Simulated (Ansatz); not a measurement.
# Ti2CuP3 (element-swapped structure): how the settings move a relaxation

Question: which choices in the input matter for Ti2CuP3 (element-swapped structure)?

Method: reference: DFT r2SCAN+U, plane waves, PAW, scalar-relativistic, no spin polarisation, in Ansatz 0.2.0.

1 further run of the same task is left out (it didn't finish).

## Step 1: Starting point

Symmetry: P-4m2, No. 115, tetragonal system. Conventional cell: a = 3.513 Å, b = 3.513 Å, c = 7.739 Å, α = 90.00°, β = 90.00°, γ = 90.00°. P (site symmetry 2mm) has 5 Ti at 2.64 to 2.69 Å as nearest neighbours. Around Ti (site symmetry 2mm) lie 7 P at 2.64 to 2.72 Å and 2 Cu at 2.72 Å. P (site symmetry -4m2) has 4 Cu at 2.48 Å and 4 Ti at 2.72 Å as nearest neighbours. Around Cu (site symmetry -4m2) lie 4 P at 2.48 Å and 4 Ti at 2.72 Å.

As a file:

```xyz
6
Lattice="3.5127 0.0000 0.0000 0.0000 3.5127 0.0000 0.0000 0.0000 7.7389" Properties=species:S:1:pos:R:3 pbc="T T T"
P     0.0000    1.7564    2.9679
P     1.7564    0.0000    4.7710
Ti    0.0000    1.7564    5.6610
Ti    1.7564    0.0000    2.0779
P     1.7564    1.7564    0.0000
Cu    0.0000    0.0000    0.0000
```

## Step 2: The reference run

The input, input.yaml:

```yaml
crystal:
  lattice:
    - [3.512735, 0.0, 0.0]
    - [0.0, 3.512735, 0.0]
    - [0.0, 0.0, 7.738886]
  atoms:
    - { symbol: P, position: [0.0, 0.5, 0.3835] }
    - { symbol: P, position: [0.5, 0.0, 0.6165] }
    - { symbol: Ti, position: [0.0, 0.5, 0.7315] }
    - { symbol: Ti, position: [0.5, 0.0, 0.2685] }
    - { symbol: P, position: [0.5, 0.5, 0.0] }
    - { symbol: Cu, position: [0.0, 0.0, 0.0] }
  symmetry: { tolerance: 0.0003 }
kpoints:
  mp_grid: { grid: [5, 5, 3], shift: [0, 0, 0] }
magnetization:
  spin_polarized: false
scf:
  occupations: { method: tetrahedron }
hamiltonian:
  pseudopotentials: { kind: paw }
  xc: r2scan
  hubbard:
    projectors: all-electron-ortho-atomic
    sites:
      - { species: Cu, l: d, u_eff: 6.13 }
      - { species: Ti, l: d, u_eff: 3.91 }
basis:
  ecutwfc: 500
output:
  forces: true
  stress: true
  eigenvalues: true
  write_density: true
  write_potential: true
  elf: true
  volumetric_format: npy
relax:
  max_steps: 40
  cell: {}
```

Command:

```
ansatz run input.yaml --threads 1 --pin off --max-ram 2560MiB --backend cpu --events-out ev --progress --plain --runs-dir out
```

## Step 3: Changed: dr2_threshold 1.0e-08, preconditioner kerker_dos, f_tol 0.1, max_displacement 0.1

input.yaml, as its differences from that of step 2:

```diff
@@ -19,2 +19,4 @@
   occupations: { method: tetrahedron }
+  convergence: { dr2_threshold: 1.0e-08 }
+  mixing: { preconditioner: kerker_dos }
 hamiltonian:
@@ -33,6 +35,2 @@
   eigenvalues: true
-  write_density: true
-  write_potential: true
-  elf: true
-  volumetric_format: npy
 relax:
@@ -40 +38,3 @@
   cell: {}
+  f_tol: 0.1
+  max_displacement: 0.1
```

## Step 4: Variant: eigensolver.kind davidson, hubbard.sites [{species: Cu, l: d, u_eff: 4.0}], hubbard.double_counting fll, projectors left out

input.yaml, as its differences from that of step 2:

```diff
@@ -19,2 +19,3 @@
   occupations: { method: tetrahedron }
+  eigensolver: { kind: davidson }
 hamiltonian:
@@ -22,7 +23,3 @@
   xc: r2scan
-  hubbard:
-    projectors: all-electron-ortho-atomic
-    sites:
-      - { species: Cu, l: d, u_eff: 6.13 }
-      - { species: Ti, l: d, u_eff: 3.91 }
+  hubbard: { sites: [{ species: Cu, l: d, u_eff: 4.0 }], double_counting: fll }
 basis:
```

**Question.** What will these runs give? Wanted: for each run, ending; energy change; pressure; gap; force.

The runs gave:

| run | ending | energy change | pressure (GPa) | gap (eV) | force (eV/Å) | cycles | time |
| --- | --- | --- | --- | --- | --- | --- | --- |
| reference | converged | 0 | 0.0 | 0.00 | 0.00 | 74 | 1.8 min |
| 1: dr2_threshold 1.0e-08, preconditioner kerker_dos, f_tol 0.1, max_displacement 0.1 | converged | 0.0 meV/atom | 0.0 | 0.00 | 0.00 | 49 | 71 s |
| 2: eigensolver.kind davidson, hubbard.sites [{species: Cu, l: d, u_eff: 4.0}], hubbard.double_counting fll, projectors left out | converged | -1.33 eV/atom (U changed: no physical gain or loss) | 0.0 | 0.00 | 0.00 | 70 | 2.2 min |

Times don't compare one to one where runs were asked for different outputs or read a saved state (see the inputs); cycles may leave out searches for a lower state.

**Reading.** «dr2_threshold 1.0e-08, preconditioner kerker_dos, f_tol 0.1, max_displacement 0.1» leaves the energy as it was. A changed U is a change of model: its shifts are not errors of convergence. The reference has no spin polarisation; with Cu and Ti present, a magnetic state may lie lower.

The reference is no final answer either: its mesh is coarse for a cell with so small a gap or none.
